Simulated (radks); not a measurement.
# Taking charge from the 1s level of Ne⁺ in fractions

What happens to E and to the 1s eigenvalue of Ne⁺ when a fraction of an electron is removed? The exact functional would give straight lines between whole numbers for a frontier level.

Method: scalar-relativistic Kohn-Sham, LDA (Slater exchange, Perdew-Wang correlation), spin-polarised, spherical densities, finite nucleus; open shells are filled with parallel spins first. Code: radks (a radial shooting solver on a logarithmic mesh, Libxc functionals) version 1.

**1. The system**

| Property | Result |
| --- | --- |
| element | neon (Z = 10) |
| charge | +1 |
| electrons | 9 |
| configuration | 1s(up 1, down 1) 2s2 2p5 |
| nuclear rms radius | 3.0055 fm |

A shell typed twice in an input gives spin up, then spin down.

**2. Start: 1s(up 1, down 1) 2s2 2p5**

The run's settings:

```text
Z 10
configuration 1s1 1s1 2s2 2p5
relativity scalar-relativistic
functional lda,pw
spin polarised
nucleus finite rms 3.0055 fm
c 137.035999084
```

**3. 0.25 electron removed from 1s**

The run's settings:

```text
Z 10
configuration 1s1 1s0.75 2s2 2p5
relativity scalar-relativistic
functional lda,pw
spin polarised
nucleus finite rms 3.0055 fm
c 137.035999084
```

**4. 0.5 electron removed from 1s**

The run's settings:

```text
Z 10
configuration 1s1 1s0.5 2s2 2p5
relativity scalar-relativistic
functional lda,pw
spin polarised
nucleus finite rms 3.0055 fm
c 137.035999084
```

**5. 0.75 electron removed from 1s**

The run's settings:

```text
Z 10
configuration 1s1 1s0.25 2s2 2p5
relativity scalar-relativistic
functional lda,pw
spin polarised
nucleus finite rms 3.0055 fm
c 137.035999084
```

**6. 1 electron removed from 1s**

The run's settings:

```text
Z 10
configuration 1s1 1s0 2s2 2p5
relativity scalar-relativistic
functional lda,pw
spin polarised
nucleus finite rms 3.0055 fm
c 137.035999084
```

What does the calculation give? Wanted: for each run, removed; E − E(0); eigenvalue; E minus straight line.

**Answer**, as computed:

```
removed (e)  E − E(0) (eV)  eigenvalue (eV)  E minus straight line (eV)
          0          0.000          -847.74                       0.000
       0.25         214.71          -869.86                      -7.553
        0.5         434.83          -890.92                      -9.692
       0.75         659.95          -909.59                      -6.822
          1         889.04          -920.52                       0.000
```

Removing the whole electron costs 889.04 eV, against 847.74 eV from minus the starting eigenvalue. Slater's transition state, half an electron removed, gives 890.92 eV. The trapezoid integral of minus the eigenvalue gives 888.62 eV over the range, against 889.04 eV from the energies (Janak's theorem; approximate here, since the scalar-relativistic density holds large components alone). The eigenvalue moves by 72.8 eV per electron. E bends below the straight line by 9.69 eV at 0.5 electron removed.
